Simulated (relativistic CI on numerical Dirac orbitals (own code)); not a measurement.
**Fe³⁺: one ion under different settings**

Aim: see what numerical and physical settings do to the SCF, the total energy and the lowest levels of Fe³⁺.

The numbers are computed with relativistic CI on numerical Dirac orbitals (own code) version 3 (Dirac-Coulomb-Breit CI, KLI orbitals optimised for each configuration, model QED (radiative potential, 1s self-energy scaled to tabulated hydrogen-like ionisation energies), numerical settings as typed), except any that are marked as measured or tabulated.

### Step 1. Starting point

```
ion            : Fe³⁺ (Fe IV)
nuclear charge : 26
electrons      : 23
isotope        : A = 56
```

### Step 2. Usual settings

Settings, as recorded:

```ini
atom Fe  Z=26  charge=3  electrons=23
nucleus A=56  rms_radius_fm=3.7377
hamiltonian dirac-coulomb  breit=on  qed=on  c_scale=1
orbitals kli  potential=per-configuration
slater_scale 1
correlation none
mixing on
grid step=0.0125 r_max=37.3
scf mixing=0.4 start=green max_iterations=150 tolerance=2e-08 node_fill=0.05
configurations
  [Ar] 3d5
  [Ar] 3d4 4s
end
```

Launch:

```bash
$ python run_levels.py task.json out
```

task.json lists these runs, among others, and the program works through them in turn.

### Step 3. Node fill 0.2, end of the grid 111.9, grid step 0.04

Changes to the settings of step 2:

```diff
@@ -7,4 +7,4 @@
 mixing on
-grid step=0.0125 r_max=37.3
-scf mixing=0.4 start=green max_iterations=150 tolerance=2e-08 node_fill=0.05
+grid step=0.04 r_max=111.9
+scf mixing=0.4 start=green max_iterations=150 tolerance=2e-08 node_fill=0.2
 configurations
```

### Step 4. Nuclear radius 4.859, tolerance 0.0001, potential mixing 0.7

Settings, as recorded:

```ini
atom Fe  Z=26  charge=3  electrons=23
nucleus A=56  rms_radius_fm=4.8590
hamiltonian dirac-coulomb  breit=on  qed=on  c_scale=1
orbitals kli  potential=per-configuration
slater_scale 1
correlation none
mixing on
grid step=0.0125 r_max=37.3
scf mixing=0.7 start=green max_iterations=150 tolerance=0.0001 node_fill=0.05
configurations
  [Ar] 3d5
  [Ar] 3d4 4s
end
```

### Step 5. Speed-of-light factor 2, start potential bare

Settings, as recorded:

```ini
atom Fe  Z=26  charge=3  electrons=23
nucleus A=56  rms_radius_fm=3.7377
hamiltonian dirac-coulomb  breit=on  qed=on  c_scale=2
orbitals kli  potential=per-configuration
slater_scale 1
correlation none
mixing on
grid step=0.0125 r_max=37.3
scf mixing=0.4 start=bare max_iterations=150 tolerance=2e-08 node_fill=0.05
configurations
  [Ar] 3d5
  [Ar] 3d4 4s
end
```

### Step 6. Slater scale 0

Settings, as recorded:

```ini
atom Fe  Z=26  charge=3  electrons=23
nucleus A=56  rms_radius_fm=3.7377
hamiltonian dirac-coulomb  breit=on  qed=on  c_scale=1
orbitals kli  potential=per-configuration
slater_scale 0
correlation none
mixing on
grid step=0.0125 r_max=37.3
scf mixing=0.4 start=green max_iterations=52 tolerance=2e-08 node_fill=0.05
configurations
  [Ar] 3d5
  [Ar] 3d4 4s
end
```

(Steps that only read results are left out.)

Q: Predict the outcome of this session. Wanted: lowest level, usual settings; total energy; first excitation.

The runs gave:

| setting | total energy less usual (Ha) | largest shift of a level among the lowest eight of both runs, same label and place (cm⁻¹) | SCF iterations | time | lowest level | kind of change |
| --- | --- | --- | --- | --- | --- | --- |
| usual | 0 | 0 | 23 | 0.11 s | 3d5 6S5/2 | - |
| node fill 0.2, end of the grid 111.9, grid step 0.04 | 0.00481 | 332 | 24 | 0.057 s | 3d5 6S5/2 | numerical |
| nuclear radius 4.859, tolerance 0.0001, potential mixing 0.7 | 0.0027 | 0.200 | 14 | 0.097 s | 3d5 6S5/2 | unphysical constant |
| speed-of-light factor 2, start potential bare | 6.46 | 302 | 32 | 0.13 s | 3d5 6S5/2 | unphysical constant |
| Slater scale 0 | 0.274 | 41300 | 23 | 0.11 s | 3d5 [3d5/2] J=5/2 | unsound |

| quantity | value |
| --- | --- |
| lowest level, usual settings | 3d5 6S5/2 |
| total energy | -1268.9206 Ha |
| first excitation | 36742 cm⁻¹ |

**Reading.** Among the runs whose levels can be followed, they move most under «Slater scale 0» (unsound), by up to 41300 cm⁻¹. Only the listed configurations are in the model. Near neutrality, missing correlation can shift configurations against each other by thousands of cm⁻¹.
